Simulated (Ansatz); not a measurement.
**Molecular dynamics of NaLaMgTeO$_{6}$**

Input file:

```yaml
crystal:
  lattice:
    - [1.626344, 2.853862, 4.674978]
    - [1.626344, -2.853862, 4.674978]
    - [9.883948, 0.0, 0.0]
  atoms:
    - { symbol: Na, position: [0.370129, 0.370129, 0.878126] }
    - { symbol: La, position: [0.1300585, 0.1300585, 0.6189785] }
    - { symbol: Mg, position: [0.001277, 0.001277, 0.99949] }
    - { symbol: Te, position: [0.2496025, 0.2496025, 0.2494915] }
    - { symbol: O, position: [0.390665, 0.910683, 0.393033] }
    - { symbol: O, position: [0.5939255, 0.1006625, 0.1107215] }
    - { symbol: O, position: [0.1006625, 0.5939255, 0.1107215] }
    - { symbol: O, position: [0.910683, 0.390665, 0.393033] }
    - { symbol: O, position: [0.0918415, 0.0918415, 0.1683545] }
    - { symbol: O, position: [0.4111555, 0.4111555, 0.3280495] }
    - { symbol: Na, position: [0.870129, 0.870129, 0.378126] }
    - { symbol: La, position: [0.6300585, 0.6300585, 0.1189785] }
    - { symbol: Mg, position: [0.501277, 0.501277, 0.49949] }
    - { symbol: Te, position: [0.7496025, 0.7496025, 0.7494915] }
    - { symbol: O, position: [0.890665, 0.410683, 0.893033] }
    - { symbol: O, position: [0.0939255, 0.6006625, 0.6107215] }
    - { symbol: O, position: [0.6006625, 0.0939255, 0.6107215] }
    - { symbol: O, position: [0.410683, 0.890665, 0.893033] }
    - { symbol: O, position: [0.5918415, 0.5918415, 0.6683545] }
    - { symbol: O, position: [0.9111555, 0.9111555, 0.8280495] }
basis:
  ecutwfc: 420.0
kpoints:
  mp_grid: { grid: [2, 2, 1] }
hamiltonian:
  xc: pbesol
scf:
  occupations: { method: fermi_dirac, width: 0.05 }
  lower_state_search: "off"
md:
  timestep: 1
  n_steps: 190
  ensemble: nvt_nose_hoover
  temperature: 500.0
  initial_velocities: maxwell_boltzmann
  seed: 332197
  nose_hoover: { tau: 100.0, chain_length: 3 }
```

Run as:

```bash
$ ansatz run input.yaml --threads 1 --pin off --max-ram 3072MiB --backend cpu --events-out ev --progress --plain --runs-dir out
```

It starts from an unrelaxed structure (largest force component 0.61 eV/Å).

Output, in part (step lines):

```
md step     0: t =     0.00 fs  T =   500.0 K  F+E_penalty+E_count = -39644.61081663 eV  E_kin = 1.227970 eV  conserved = -39643.38284664 eV  (10 SCF iters)
md step     1: t =     1.00 fs  T =   496.1 K  F+E_penalty+E_count = -39644.60128526 eV  E_kin = 1.218491 eV  conserved = -39643.38279475 eV  (8 SCF iters)
md step     2: t =     2.00 fs  T =   490.9 K  F+E_penalty+E_count = -39644.58832134 eV  E_kin = 1.205578 eV  conserved = -39643.38274567 eV  (8 SCF iters)
md step     3: t =     3.00 fs  T =   484.5 K  F+E_penalty+E_count = -39644.57268005 eV  E_kin = 1.189987 eV  conserved = -39643.38270204 eV  (8 SCF iters)
md step     4: t =     4.00 fs  T =   477.4 K  F+E_penalty+E_count = -39644.55503858 eV  E_kin = 1.172396 eV  conserved = -39643.38266558 eV  (8 SCF iters)
md step     5: t =     5.00 fs  T =   469.6 K  F+E_penalty+E_count = -39644.53597134 eV  E_kin = 1.153382 eV  conserved = -39643.38263644 eV  (2 SCF iters)
md step     6: t =     6.00 fs  T =   461.5 K  F+E_penalty+E_count = -39644.51593614 eV  E_kin = 1.133406 eV  conserved = -39643.38261488 eV  (3 SCF iters)
md step     7: t =     7.00 fs  T =   453.1 K  F+E_penalty+E_count = -39644.49527140 eV  E_kin = 1.112809 eV  conserved = -39643.38260134 eV  (2 SCF iters)
[... lines left out ...]
md step   190: t =   190.00 fs  T =   449.4 K  F+E_penalty+E_count = -39643.92340380 eV  E_kin = 1.103818 eV  conserved = -39643.38241717 eV  (8 SCF iters)
```

The steps, from the saved trajectory:

```csv
time (fs),T (K),potential energy less start (eV),conserved less start (meV/atom)
0.0,500,0.000,0.00
6.0,461,0.095,0.01
12.0,409,0.223,0.01
18.0,353,0.363,0.01
24.0,300,0.497,0.02
30.0,269,0.578,0.02
36.0,269,0.585,0.02
42.0,280,0.567,0.01
48.0,278,0.585,0.01
54.0,271,0.615,0.02
60.0,278,0.615,0.01
66.0,272,0.649,0.01
72.0,227,0.780,0.02
78.0,200,0.865,0.04
84.0,245,0.775,0.02
90.0,298,0.674,0.00
96.0,295,0.712,0.02
102.0,276,0.787,0.03
108.0,305,0.743,0.03
114.0,373,0.608,0.02
120.0,415,0.535,0.01
126.0,419,0.558,0.03
132.0,434,0.547,0.03
138.0,472,0.479,0.02
144.0,474,0.499,0.01
150.0,419,0.652,0.03
156.0,375,0.777,0.04
162.0,383,0.772,0.03
168.0,410,0.722,0.02
174.0,421,0.711,0.03
180.0,435,0.694,0.03
186.0,452,0.669,0.02
```

The run went to its last step. The conserved energy stayed within 0.04 meV per atom of its start (net change 0.022 meV per atom), so the integration is sound. The mean temperature of the second half is 20 % below the set value. A run of 0.19 ps of so small a system gives no equilibrium averages. Limits of this set-up: coarse k mesh.

Mean squared displacements from the first frame to the last, about the centre of mass: Na 0.19 Å², La 0.03 Å², Mg 0.01 Å², Te 0.01 Å², O 0.11 Å².

Last frame:

```xyz
20
Lattice="1.6263 2.8539 4.6750 1.6263 -2.8539 4.6750 9.8839 0.0000 0.0000" Properties=species:S:1:pos:R:3
Na 9.948 0.294 3.418
La 6.631 0.047 1.099
Mg 9.881 0.005 -0.077
Te 3.353 -0.017 2.404
O 5.812 -1.302 6.360
O 2.355 1.056 3.649
O 2.349 -1.605 3.111
O 6.143 1.679 5.997
O 1.893 0.178 1.139
O 4.639 -0.281 3.912
Na 6.168 0.352 8.129
La 3.184 -0.139 5.767
Mg 6.549 0.019 4.637
Te 9.764 0.041 7.088
O 10.604 1.575 6.248
O 6.987 -1.724 3.468
O 7.473 1.250 3.279
O 10.966 -1.179 6.038
O 8.495 -0.085 5.647
O 11.319 0.078 8.415
```

The run took 9.8 min on 1 thread of Arm Neoverse V2, with other jobs on the host, peak memory 0.67 GiB.
